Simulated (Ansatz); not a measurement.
Runs of Ansatz 0.2.0 on Hf2Pd2Se2Br2O3. The typed cell holds 11 atoms: a = 5.761 Å, b = 5.870 Å, c = 6.872 Å, α = 96.27°, β = 102.51°, γ = 95.11°. The cell was built by a generator and needn't be a form met in nature.

```tsv
potentials or basis	cutoff (eV)	gap on the mesh (eV)	pressure (GPa)	largest force (eV/Å)
SPMS NC	1034	0.19	-0.3	0.22
PseudoDojo standard (PBE files)	1170	0.21	-0.4	0.22
Ansatz PAW earlier set	900	(c)	0.0	(a)
Ansatz NC	1240	0.21	0.0	0.02
JTH PAW	1380	0.20	-0.5	(b)
```

Alike in all rows: task single point; level PBE; no spin polarisation; cell as given; k mesh 5 × 5 × 4; smearing fermi-dirac 0.05 eV.

Question: Estimate the missing entries.

Answer: (a) 0.01; (b) 0.14; (c) 0.22.

Caveats: odd divisions of the mesh miss points on the zone boundary, where band edges often lie, so the gap on the mesh can be too wide; spin-orbit coupling is left out, which moves the levels of the heavy elements.

A k mesh can miss the band edges, and the runs leave out spin-orbit coupling on Br, Hf, Pd, Se.

Not every run made on this cell is shown here.
